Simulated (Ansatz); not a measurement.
**FeSi (FeSi): properties at the relaxed cell**

The task here is to estimate one member of a computed series from the others.

The COD entry's cell or inner coordinates are ideal or old and differ from later refinements, so a difference from it is no clean test against experiment.

Program: Ansatz 0.2.0. Level of theory: DFT r2SCAN, scalar-relativistic, plane waves, PAW. These are calculated values, not measurements.

2 further runs of the same task are left out: 2 set aside as unsound or not needed.

### The system as given

It takes space group P2_13 (No. 198, cubic). Conventional cell: a = 4.403 Å, b = 4.403 Å, c = 4.403 Å, α = 90.00°, β = 90.00°, γ = 90.00°. Fe (site symmetry 3) is surrounded by 7 Si at 2.25 to 2.47 Å. Si (site symmetry 3) is surrounded by 7 Fe at 2.25 to 2.47 Å.

As a file:

```
Fe Si
1.0
     4.40309    0.00000    0.00000
     0.00000    4.40309    0.00000
     0.00000    0.00000    4.40309
Fe Si
4 4
Direct
  0.13666 0.13666 0.13666
  0.36334 0.86334 0.63666
  0.63666 0.36334 0.86334
  0.86334 0.63666 0.36334
  0.84113 0.84113 0.84113
  0.65887 0.15887 0.34113
  0.34113 0.65887 0.15887
  0.15887 0.34113 0.65887
```

It is the result of an earlier relaxation at this level (volume 10.67 Å³/atom; gap on the mesh: 0.34 eV).

The first run:

Contents of input.yaml:

```yaml
crystal:
  lattice:
    - [4.3586066887, 0.0, 0.0]
    - [0.0, 4.3586066887, 0.0]
    - [0.0, 0.0, 4.3586066887]
  atoms:
    - { symbol: Fe, position: [0.1366605205, 0.1366605205, 0.1366605205] }
    - { symbol: Fe, position: [0.3633394795, 0.8633394795, 0.6366605205] }
    - { symbol: Fe, position: [0.6366605205, 0.3633394795, 0.8633394795] }
    - { symbol: Fe, position: [0.8633394795, 0.6366605205, 0.3633394795] }
    - { symbol: Si, position: [0.8411276313, 0.8411276313, 0.8411276313] }
    - { symbol: Si, position: [0.6588723687, 0.1588723687, 0.3411276313] }
    - { symbol: Si, position: [0.3411276313, 0.6588723687, 0.1588723687] }
    - { symbol: Si, position: [0.1588723687, 0.3411276313, 0.6588723687] }
basis:
  ecutwfc: 500
kpoints:
  mp_grid: { grid: [8, 8, 8] }
hamiltonian:
  xc: r2scan
scf:
  occupations: { method: gaussian, width: 0.02 }
output:
  forces: true
  stress: true
  eigenvalues: true
relax:
  adjacent_minimum: "off"
  f_tol: 0.01
  max_steps: 30
```

Command:

```sh
$ ansatz run input.yaml --threads 4 --pin off --max-ram 10240MiB --backend cpu --events-out ev --progress --plain --runs-dir out
```

Steps of the session up to this table: The cell scaled to 0.97 of its volume; Volume × 1.03; The cell scaled to 0.94 of its volume; Point at V/V0 = 1.06; The cell scaled to 0.91 of its volume; Point at V/V0 = 1.10; Point at V/V0 = 0.88.

One table of the session follows, with a row left open; its other results are not shown here.

It belongs to the step «Fit of the equation of state». 

| volume (Å³/atom) | energy above the lowest point (meV/atom) | pressure (GPa) | gap on the mesh (eV) |
| --- | --- | --- | --- |
| 9.390 | 148.5 | 41.87 | 0.32 |
| 9.710 | 78.5 | 28.62 | 0.32 |
| 10.030 | ? | ? | ? |
| 10.350 | 7.7 | 7.96 | 0.33 |
| 10.670 | 0.0 | -0.02 | 0.34 |
| 10.991 | 6.9 | -6.73 | 0.34 |
| 11.311 | 26.2 | -12.34 | 0.35 |
| 11.737 | 67.4 | -18.38 | 0.36 |

**Question.** Estimate the row for volume (Å³/atom) = 10.030.

Worked estimate for «energy above the lowest point (meV/atom)». A straight line through the neighbours (9.710, 78.5) and (10.350, 7.7) gives 78.5 + (7.7 − 78.5) × (10.030 − 9.710) / (10.350 − 9.710) = 43.1; a parabola fitted to 4 rows on both sides gives 32.7.

The run gave: energy above the lowest point (meV/atom): 32.8; pressure (GPa): 17.42; gap on the mesh (eV): 0.33. In «energy above the lowest point (meV/atom)» the line misses by +10.3 and the parabola by -0.1.

Caveats from the session: Warnings in the runs' records: stress scf threshold loose.
